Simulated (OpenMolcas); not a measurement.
**Au²⁺ among point charges: CASSCF and CASPT2 levels and susceptibility**

How does a field of 6 point charges split the states of Au²⁺, and what χT follows?

Program: OpenMolcas 26.06. Level of theory: state-averaged CASSCF and CASPT2, spin-orbit coupling by RASSI with atomic mean-field integrals. These are calculated values, not measurements, unless marked.

## Step 1: What is computed

* Species: Au²⁺ (gold, Z = 79, 77 electrons)
* Basis: ANO-RCC-VDZP [7s6p4d2f], 59 functions
* Scalar Hamiltonian: DKH2, point nucleus
* Inactive shells: 1s 2s 2p 3s 3p 3d 4s 4p 4d 4f 5s 5p
* Active space: 9 electrons in 5 orbitals (5d)
* Some configurations of this space: 5d9
* Orbitals: optimised for each spin and parity, averaged over all roots

Outer shells as boxes (Hund's rule):

5d9
```
5d [↑↓][↑↓][↑↓][↑↓][↑ ]
```

The ion sits among 6 point charges of -0.65 e arranged as an octahedron (Oh), 2.24 Å from the ion.

The work runs as a chain of OpenMolcas steps in one folder; each step below is one input file. Labels, J, g values, rates, χT and fits are worked out afterwards by a script from the matrices that RASSI stores. The input lists half of the charges; inversion (Group=XYZ) makes the rest.

## Step 2: Basis and integrals

a.inp reads:

```
&GATEWAY
Coord
1

Au 0.0 0.0 0.0
Basis=ANO-RCC-VDZP
Group=XYZ
NoMove
AngMom=0.0 0.0 0.0
AMFI
XField
3 Angstrom 0
2.240000 0.000000 0.000000 -0.650000
0.000000 2.240000 0.000000 -0.650000
0.000000 0.000000 2.240000 -0.650000
&SEWARD
```

Started as:

```
$ OMP_NUM_THREADS=1 MOLCAS_MEM=1689 MOLCAS_PROJECT=a pymolcas a.inp > a.log
```

## Step 3: CASSCF: doublets of even parity, 5 roots

a.inp reads:

```
&RASSCF
FileOrb=start.orb
Symmetry=1
Spin=2
nActEl=9 0 0
Inactive=15 19
Ras2=5 0
CIRoot=5 5 1
SDav=5
CIMx=300
Iter=120 100
PrWF=0.3
OrbListing=Nothing
MaxOrb=0
>>> COPY $Project.JobIph JOB001
```

start.orb holds the contracted functions of the basis, ordered by shell, or the orbitals of the step before.

## Step 4: RASSI: spin-orbit coupling between the states

a.inp reads:

```
&RASSI
NrOfJobIphs=1 5
1 2 3 4 5
IphNames
JOB001
EJob
SpinOrbit
DIPRint=1.0
SOCoupling=1000.0
Subsets=2
Property=9
'ANGMOM' 1 'ANGMOM' 2 'ANGMOM' 3 'MLTPL  1' 1 'MLTPL  1' 2 'MLTPL  1' 3
'AMFI' 1 'AMFI' 2 'AMFI' 3
SOProperty=3
'ANGMOM' 1 'ANGMOM' 2 'ANGMOM' 3
```

## Step 5: CASPT2: IPEA 0.25, imaginary shift 0.1 (closed shells correlated: 5s 5p)

a.inp reads:

```
>>> COPY JOB001 $Project.JobIph
&CASPT2
Multistate=5 1 2 3 4 5
NoMult
Frozen=14 16
IPEA=0.25
Imaginary=0.1
MaxIter=60
WThr=0.0 0.3 0.05
PrWF=0.5
NoMix
```

(Steps that only read results are left out.)

Q: Predict the outcome of this session. Wanted: spin-free ground state; first state of the same spin within the active space; lowest level; next level.

As calculated:

| quantity | value |
| --- | --- |
| method | SS-CASPT2, IPEA 0.25, imaginary shift 0.1 (closed shells correlated: 5s 5p) |
| spin-free ground state | 2E, 2-fold in its orbital part |
| first state of the same spin within the active space | 2T2 at 2530 cm⁻¹ |
| lowest level | 4-fold Γ8 |
| next level | 1725.4 cm⁻¹ |
| χT at 300 K | 1.14 cm³ K/mol |
| effective moment at 300 K | 3.02 μB |

Cost by method:

| method | time of its own steps | time with the reference |
| --- | --- | --- |
| A. CASSCF | 1.9 s | 1.9 s |
| B. SS-CASPT2, IPEA 0.25, imaginary shift 0.1, +5s 5p | 0.67 s | 2.6 s |

Times are of one thread on a shared host.

The spin-free ground state (2E) comes to 100 % from free-ion D terms and keeps the highest spin of the shell. χT at 300 K is 1.14, against 0.38 cm³ K/mol for the spin alone, so orbital moment adds to it. A ligand-field fit to the states below 45000 cm-1 gives 10Dq = 2525 cm-1, the gap between the two states. CASPT2 does not keep the components of a term degenerate, and the means are used. An orbital doublet at a regular site is open to a Jahn-Teller distortion, which this geometry leaves out. The field of point charges can differ much from that of real complexes. This is an electrostatic model: the charges have no orbitals.
